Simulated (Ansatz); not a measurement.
# InNH3 radical: up Jacob's ladder to CCSD(T)

An exercise on one series of results from a longer session: the logs are not shown, and one member is left open.

Method: functionals in def2-TZVPP, the program's frozen cores in correlated methods; program: Ansatz 0.2.0, Gaussian basis.

Plan: LDA (SPW92), PBE-D4, revPBE-D4, BLYP-D4, r2SCAN-D4, B97M-V, PBE0-D4, B3LYP-D4, r2SCANh-D4, r2SCAN0-D4, HSE06-D4, BHLYP-D4, CAM-B3LYP-D4, LC-ωPBE, ωB97X-V, ωB97M-V, B2PLYP, PBE-QIDH; CCSD(T)/def2-SVP; CCSD(T)/def2-TZVPP; MP2/def2-QZVPP; extrapolation to the limit; RPA on PBE.

## The relaxed structure

All runs share one geometry, relaxed beforehand with PBE0-D4 in a triple-zeta def2 set. In takes the def2 core potential; no spin-orbit term is included.

SMILES `[NH2][InH]`, 5 atoms, charge 0, spin multiplicity 2.

Atoms are counted from 1 here; the program's logs count them from 0.

Bond lengths: N1–In2 2.036 Å, N1–H3 1.011 Å, N1–H4 1.009 Å, In2–H5 1.761 Å. Angles: In2–N1–H3 120.0°, In2–N1–H4 120.8°, H3–N1–H4 109.8°, N1–In2–H5 116.4°.

Set-up of the first run:

Input file in.yaml:

```yaml
crystal:
  periodic: [false, false, false]
  atoms:
    - {symbol: N, position_ang: [-0.299425, -0.736493, 0.264742]}
    - {symbol: In, position_ang: [0.846557, 0.946412, 0.296035]}
    - {symbol: H, position_ang: [-0.846816, -0.960792, -0.554688]}
    - {symbol: H, position_ang: [0.017554, -1.585556, 0.707559]}
    - {symbol: H, position_ang: [0.331931, 2.262629, -0.755147]}
basis:
  gaussian: {orbitals: def2-TZVPP}
magnetization: {spin_polarized: true, initial_magnetization: 1}
hamiltonian: {xc: lda}
output: {orbitals: {seedname: orbitals}}
```

Steps of the session up to this table: LDA; PBE-D4 (GGA); revPBE-D4 (GGA); BLYP-D4 (GGA); r2SCAN-D4 (meta-GGA); B97M-V (meta-GGA); PBE0-D4 (hybrid); B3LYP-D4 (hybrid); r2SCANh-D4 (hybrid); r2SCAN0-D4 (hybrid); HSE06-D4 (hybrid); BHLYP-D4 (hybrid); CAM-B3LYP-D4 (range-separated); LC-ωPBE-D4 (range-separated; the results give it without D4); ωB97X-V (range-separated); ωB97M-V (range-separated); B2PLYP (double hybrid); PBE-QIDH (double hybrid).

One of the session's tables, all rows but one given; the rest of the session is left out.

It belongs to the step «Orbital energies across the functionals». 

| functional | HOMO (eV) | LUMO (eV) | gap (eV) |
| --- | --- | --- | --- |
| LDA (SPW92) | -4.65 | -3.83 | 0.82 |
| PBE-D4 | -4.58 | -3.53 | 1.05 |
| revPBE-D4 | -4.55 | -3.42 | 1.13 |
| BLYP-D4 | -4.44 | -3.59 | 0.85 |
| r2SCAN-D4 | -4.93 | -3.15 | 1.78 |
| B97M-V | ? | ? | ? |
| PBE0-D4 | -5.57 | -2.65 | 2.92 |
| B3LYP-D4 | -5.37 | -3.08 | 2.29 |
| r2SCANh-D4 | -5.29 | -2.85 | 2.44 |
| r2SCAN0-D4 | -5.84 | -2.42 | 3.42 |
| HSE06-D4 | -5.18 | -3.02 | 2.16 |
| BHLYP-D4 | -6.41 | -1.98 | 4.44 |
| CAM-B3LYP-D4 | -6.77 | -1.86 | 4.90 |
| LC-ωPBE | -8.04 | -0.45 | 7.59 |
| ωB97X-V | -7.60 | -0.81 | 6.80 |
| ωB97M-V | -7.58 | -1.05 | 6.53 |

Q: Estimate the row for B97M-V from the others.

As computed: HOMO (eV): -4.62; LUMO (eV): -3.78; gap (eV): 0.83. In the column «HOMO (eV)» it lies between LDA (SPW92) (-4.65) and PBE-D4 (-4.58).
